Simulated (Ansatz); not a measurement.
# SrTl4O3: the cost of one run

Computed with Ansatz 0.2.0 (DFT PBE, scalar-relativistic, plane waves, PAW, unless a step's input says otherwise).

### 1 Starting point

Symmetry: Pm-3m, No. 221, cubic system. The conventional cell has a = 5.765 Å, b = 5.765 Å, c = 5.765 Å, α = 90.00°, β = 90.00°, γ = 90.00°. Sr (site symmetry m-3m) has 6 Tl at 2.88 Å in its first shell of neighbours. Around Tl (site symmetry 4/mmm) lie 2 Sr at 2.88 Å and 4 O at 2.88 Å. Around Tl (site symmetry m-3m) lie 6 O at 2.88 Å. O (site symmetry 4/mmm) has 6 Tl at 2.88 Å in its first shell of neighbours.

Coordinates:

```
Sr Tl O
1.0
     5.76506    0.00000    0.00000
     0.00000    5.76506    0.00000
     0.00000    0.00000    5.76506
Sr Tl O
1 4 3
Direct
  0.00000 0.00000 0.00000
  0.50000 0.00000 0.00000
  0.00000 0.50000 0.00000
  0.00000 0.00000 0.50000
  0.50000 0.50000 0.50000
  0.00000 0.50000 0.50000
  0.50000 0.00000 0.50000
  0.50000 0.50000 0.00000
```

The cell is invented: random cell by space group and Wyckoff sites (Pm-3m, No. 221). The dimensions are guesses.

### 2 The guess as it stands, on a coarse mesh

input.yaml

```yaml
crystal:
  lattice:
    - [5.76505784, 0.0, 0.0]
    - [0.0, 5.76505784, 0.0]
    - [0.0, 0.0, 5.76505784]
  atoms:
    - { symbol: Sr, position: [0.0, 0.0, 0.0] }
    - { symbol: Tl, position: [0.5, 0.0, 0.0] }
    - { symbol: Tl, position: [0.0, 0.5, 0.0] }
    - { symbol: Tl, position: [0.0, 0.0, 0.5] }
    - { symbol: Tl, position: [0.5, 0.5, 0.5] }
    - { symbol: O, position: [0.0, 0.5, 0.5] }
    - { symbol: O, position: [0.5, 0.0, 0.5] }
    - { symbol: O, position: [0.5, 0.5, 0.0] }
basis:
  ecutwfc: 420
kpoints:
  mp_grid: { grid: [4, 4, 4] }
hamiltonian:
  xc: pbe
scf:
  occupations: { method: gaussian, width: 0.1 }
  lower_state_search: "off"
output:
  forces: true
  stress: true
  eigenvalues: true
```

Started as:

```console
ansatz run input.yaml --threads 1 --pin off --max-ram 2560MiB --backend cpu --events-out ev --progress --plain --runs-dir out
```

**Question.** How long does this run take on 1 thread of Intel Xeon at 2.80GHz (Skylake/Cascade Lake), shared host, and how much memory does it need?

About 4 s, with a peak of 0.5 GiB.
